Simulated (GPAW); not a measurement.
The system is CsLiCr2Te2S3.

```
CELL_PARAMETERS angstrom
3.60358 0.00000 0.00000
-1.80179 3.12079 0.00000
0.00000 0.00000 19.06651
ATOMIC_POSITIONS crystal
Cs 0.00000 0.00000 0.37399
Li 0.66667 0.33333 0.01607
Cr 0.00000 0.00000 0.86637
Cr 0.33333 0.66667 0.16833
Te 0.33333 0.66667 0.53891
Te 0.66667 0.33333 0.77276
S 0.00000 0.00000 0.10030
S 0.33333 0.66667 0.92920
S 0.66667 0.33333 0.23408
```

The cell was built by a generator and needn't be a form met in nature.

Base run:

| Item | Value |
| --- | --- |
| Program | GPAW 26.7.0 |
| Functional | PBE |
| Potentials or basis | GPAW PAW data sets (gpaw-data 1.2.1) |
| Cutoff | 800 eV |
| Basis | pw |
| k mesh | 6 × 6 × 1 |
| Occupations | fermi-dirac, width 0.05 eV |
| Spin | collinear spin, ferromagnetic start |
| Starting moments | [0.0, 0.0, 3.0, 3.0, 0.0, 0.0, 0.0, 0.0, 0.0] μB |
| Hubbard terms | Cr d U = 4 eV |

Its results: pressure 3.1 GPa; net moment 6.02 μB per cell; site moments Cs -0.00; Li -0.01; Cr +3.25, +3.11; Te -0.01, -0.18; S -0.11, -0.12 μB; largest force 0.985 eV/Å.

The run is repeated on the same cell with these changes: hubbard terms from Cr d U = 4 eV to none. What comes out?

Pressure 0.1 GPa; net moment 5.68 μB per cell; site moments Cs -0.00; Li -0.00; Cr +2.68, +2.80; Te -0.00, -0.14; S -0.05, -0.06 μB; largest force 0.131 eV/Å.

Caveats: only a ferromagnetic start was run, and an antiferromagnetic order may lie lower in energy.
